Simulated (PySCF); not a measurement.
# I2Nd (Nd(I)2): the cost of one run

The runs use PySCF 2.14.0; PBE0, Nd lcecp-0-SVP with ECP50, I def2-SVP with ECP28; scalar-relativistic core potentials, no spin–orbit coupling.

1 further run of the same task is left out (for a known fault of the program).

**1. Where the work starts**

3 atoms, charge 0, spin multiplicity 1.

Bond lengths: Nd1–I2 3.164 Å, Nd1–I3 3.164 Å. Angles: I2–Nd1–I3 131.8°.

Geometry (Å):

```xyz
3
charge 0, multiplicity 1
Nd    0.00000    0.00000    0.00000
I     2.88830    0.00000    1.29260
I    -2.88830    0.00000    1.29260
```

Formal oxidation states: Nd +2. Each metal's 4 4f electrons lie in its core potential, so multiplicities, spins and levels count the valence alone.

**2. SCF at the start, singlet**

run.py (the lines that set the calculation)

```python
mol = gto.M(atom='''
Nd     0.00000     0.00000     0.00000
I      2.88830     0.00000     1.29260
I     -2.88830     0.00000     1.29260''',
    basis={'Nd': 'lcecp-0-SVP', 'I': 'def2-SVP'},
    ecp={'Nd': 'lcecp-0-SVP', 'I': 'def2-SVP'},
    charge=0, spin=0)
mf = dft.RKS(mol, xc='PBE0')
mf.grids.atom_grid = (50, 194)  # f atoms: unpruned, at least (60, 302)
mf = mf.density_fit()  # fitting sets: Nd AutoAux, I def2-universal-JKFIT
mf.conv_tol = 1e-08; mf.max_cycle = 55
mf.kernel(dm0)  # dm0: free metal ions and neutral atoms
```

Launch:

```bash
$ OMP_NUM_THREADS=2 python run.py
```

Q: Estimate wall time and peak memory on 2 threads of Intel Xeon Platinum 8259CL at 2.50GHz (Skylake/Cascade Lake), shared host.

About 4 s, with a peak of 0.36 GiB.
